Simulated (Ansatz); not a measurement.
**AlSn: one candidate of a structure search**

Where does this trial cell of AlSn go when cell and atoms are let free?

Method: DFT PBE, scalar-relativistic, plane waves, PAW, in Ansatz 0.2.0.

### Step 1. Starting point

Symmetry: P6/mmm, No. 191, hexagonal system. The conventional cell has a = 6.216 Å, b = 6.216 Å, c = 4.495 Å, α = 90.00°, β = 90.00°, γ = 120.00°. Al (site symmetry 6/mmm) is surrounded by 6 Sn at 3.11 Å. Al (site symmetry -6m2) is surrounded by 3 Sn at 1.79 Å. Sn (site symmetry mmm) is surrounded by 2 Al at 1.79 Å.

Coordinates:

```
CELL_PARAMETERS angstrom
6.21590 0.00000 0.00000
-3.10795 5.38313 0.00000
0.00000 0.00000 4.49466
ATOMIC_POSITIONS crystal
Al 0.00000 0.00000 0.00000
Al 0.33333 0.66667 0.00000
Al 0.66667 0.33333 0.00000
Sn 0.50000 0.00000 0.00000
Sn 0.00000 0.50000 0.00000
Sn 0.50000 0.50000 0.00000
```

A structure generator made this guess: random cell by space group and Wyckoff sites (P6/mmm, No. 191). Its size is a rough estimate.

### Step 2. The guess as it stands, on a coarse mesh

File input.yaml:

```yaml
crystal:
  lattice:
    - [6.21589969, 0.0, 0.0]
    - [-3.10794984, 5.38312704, 0.0]
    - [0.0, 0.0, 4.49465947]
  atoms:
    - { symbol: Al, position: [0.0, 0.0, 0.0] }
    - { symbol: Al, position: [0.33333333, 0.66666667, 0.0] }
    - { symbol: Al, position: [0.66666667, 0.33333333, 0.0] }
    - { symbol: Sn, position: [0.5, 0.0, 0.0] }
    - { symbol: Sn, position: [0.0, 0.5, 0.0] }
    - { symbol: Sn, position: [0.5, 0.5, 0.0] }
basis:
  ecutwfc: 420
kpoints:
  mp_grid: { grid: [3, 3, 4] }
hamiltonian:
  xc: pbe
scf:
  occupations: { method: gaussian, width: 0.1 }
  lower_state_search: "off"
output:
  forces: true
  stress: true
  eigenvalues: true
```

Launch:

```console
$ ansatz run input.yaml --threads 1 --pin off --max-ram 2560MiB --backend cpu --events-out ev --progress --plain --runs-dir out
```

Further runs follow: rough relaxation on the coarse mesh; full relaxation.

What does the calculation give? Wanted: conventional cell; volume; energy over the elements, grey Sn; gap on the mesh.

The runs gave:

| quantity | value |
| --- | --- |
| symmetry at the end (tolerance 0.05 Å) | space group P6/mmm (No. 191) |
| conventional cell | a = 9.304 Å, b = 9.304 Å, c = 2.956 Å, α = 90.00°, β = 90.00°, γ = 120.00° |
| volume | 36.93 Å³/atom |
| energy over the elements, grey Sn | +0.73 eV/atom |
| gap on the mesh | none (metal) |

What this shows: The space group P6/mmm (No. 191) is kept, and the volume per atom grows by 47.3 % from the first guess. The formation energy is positive, so the separate elements lie lower. No finished test with a distortion of lower symmetry is shown, so the end may be a saddle point.
